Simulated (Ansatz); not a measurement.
# C2H6AlN: small, medium and large basis sets

An exercise on one series of results from a longer session: the logs are not shown, and one member is left open.

The runs use Ansatz 0.2.0, Gaussian basis; one geometry, several basis sets.

The runs, in order: PBE0-D4/def2-SVP; ωB97M-V/def2-SVP; PBE0-D4/def2-QZVPP; ωB97M-V/def2-QZVPP; the functionals' def2-TZVPP values are taken from earlier runs.

## The geometry

The geometry comes from an earlier relaxation with PBE0-D4 in a triple-zeta def2 set; it is a stationary point, not always the lowest conformer.

SMILES `C=[CH][AlH][NH2]`, 10 atoms, charge 0, spin multiplicity 1.

Atoms are counted from 1 here; the program's logs count them from 0.

Bond lengths: C1–C2 1.335 Å, C1–H5 1.089 Å, C1–H6 1.088 Å, C2–Al3 1.944 Å, C2–H7 1.091 Å, Al3–N4 1.769 Å, Al3–H8 1.585 Å, N4–H9 1.007 Å, N4–H10 1.007 Å. Angles: C2–C1–H5 122.9°, C2–C1–H6 122.2°, H5–C1–H6 114.9°, C1–C2–Al3 123.1°, C1–C2–H7 116.0°, Al3–C2–H7 120.8°, C2–Al3–N4 119.0°, C2–Al3–H8 123.5°, N4–Al3–H8 117.5°, Al3–N4–H9 123.7°, Al3–N4–H10 126.3°, H9–N4–H10 110.0°.

Set-up of the first run:

in.yaml reads:

```yaml
crystal:
  periodic: [false, false, false]
  atoms:
    - {symbol: C, position_ang: [-0.967263, 0.856776, -1.243631]}
    - {symbol: C, position_ang: [-0.806764, -0.425496, -0.910544]}
    - {symbol: Al, position_ang: [0.352243, -1.010919, 0.536421]}
    - {symbol: N, position_ang: [1.270497, 0.198204, 1.443688]}
    - {symbol: H, position_ang: [-1.618887, 1.179937, -2.053621]}
    - {symbol: H, position_ang: [-0.452663, 1.660385, -0.720452]}
    - {symbol: H, position_ang: [-1.371948, -1.148170, -1.501174]}
    - {symbol: H, position_ang: [0.525644, -2.528647, 0.958525]}
    - {symbol: H, position_ang: [1.887875, -0.025708, 2.207138]}
    - {symbol: H, position_ang: [1.264366, 1.192640, 1.286549]}
basis:
  gaussian: {orbitals: def2-SVP}
hamiltonian: {xc: pbe0, dispersion: d4}
output: {orbitals: {seedname: orbitals}}
```

Launch:

```sh
ansatz run in.yaml --threads 2 --pin off --events-out ev --progress --plain --max-ram 4352MiB
```

Steps of the session up to this table: PBE0-D4 in def2-SVP; ωB97M-V in def2-SVP; PBE0-D4 in def2-QZVPP; ωB97M-V in def2-QZVPP.

One table of the session follows, with a row left open; its other results are not shown here.

It belongs to the step «Density functionals: the series». 

| functional | basis | HOMO (eV) |
| --- | --- | --- |
| PBE0-D4 | def2-SVP | -7.17 |
| PBE0-D4 | def2-TZVPP | -7.33 |
| PBE0-D4 | def2-QZVPP | -7.37 |
| ωB97M-V | def2-SVP | -9.51 |
| ωB97M-V | def2-TZVPP | ? |
| ωB97M-V | def2-QZVPP | -9.73 |

Q: Estimate the row for ωB97M-V, def2-TZVPP from the others.

The run gave: HOMO (eV): -9.69. In the column «HOMO (eV)» it lies between ωB97M-V, def2-QZVPP (-9.73) and ωB97M-V, def2-SVP (-9.51).
